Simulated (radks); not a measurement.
**Pm⁺ in [Xe] 4f5 6s1: an all-electron calculation**

Wanted: eigenvalues, radial structure and energy terms of the promethium ion Pm+.

The numbers are computed with radks (a radial shooting solver on a logarithmic mesh, Libxc functionals) version 1 (Dirac Kohn-Sham, BLYP, spin-unpolarised, spherical densities, finite nucleus; open shells fill j = l - 1/2 first), except any that are marked as measured or tabulated.

### Step 1. The atom as given

- element: promethium (Z = 61)
- charge: +1
- electrons: 60
- configuration: [Xe] 4f5 6s1
- nuclear rms radius: 4.962 fm

### Step 2. The calculation

The run's settings:

```text
Z 61
configuration [Xe] 4f5 6s1 5d0 6p0 7s0 5f0
relativity Dirac
functional b88,lyp
spin unpolarised
j_filling energy
nucleus finite rms 4.962 fm
c 137.035999084
```

Q: Predict the outcome of this run.

The runs gave:

| quantity | value |
| --- | --- |
| total energy | -10027.1537 hartree |
| exchange-correlation share of it | 2.30 % |
| −T/E | 1.0813 |
| highest occupied level | 4f5/2, -8.061 eV |
| most extended occupied level | 6s1/2, <r> = 3.95 bohr |
| radius at density 0.001 e/bohr³ | 4.56 bohr |
| maxima of the radial density | 4 |
| ionisation energy, NIST | 10.94 (semi-emp.) eV |

What this shows: The radial density shows 4 maxima for 6 occupied principal shells; where shells overlap, one shows as a shoulder or not at all. −T/E is 1.081: with relativity the kinetic term as defined here no longer equals −E. The top level binds by 8.061 eV, 74 % of the NIST ionisation energy of 10.94 eV; the potential of a semilocal functional falls off too fast, so its top eigenvalue is too shallow. Spin polarisation and multiplet splitting are left out.
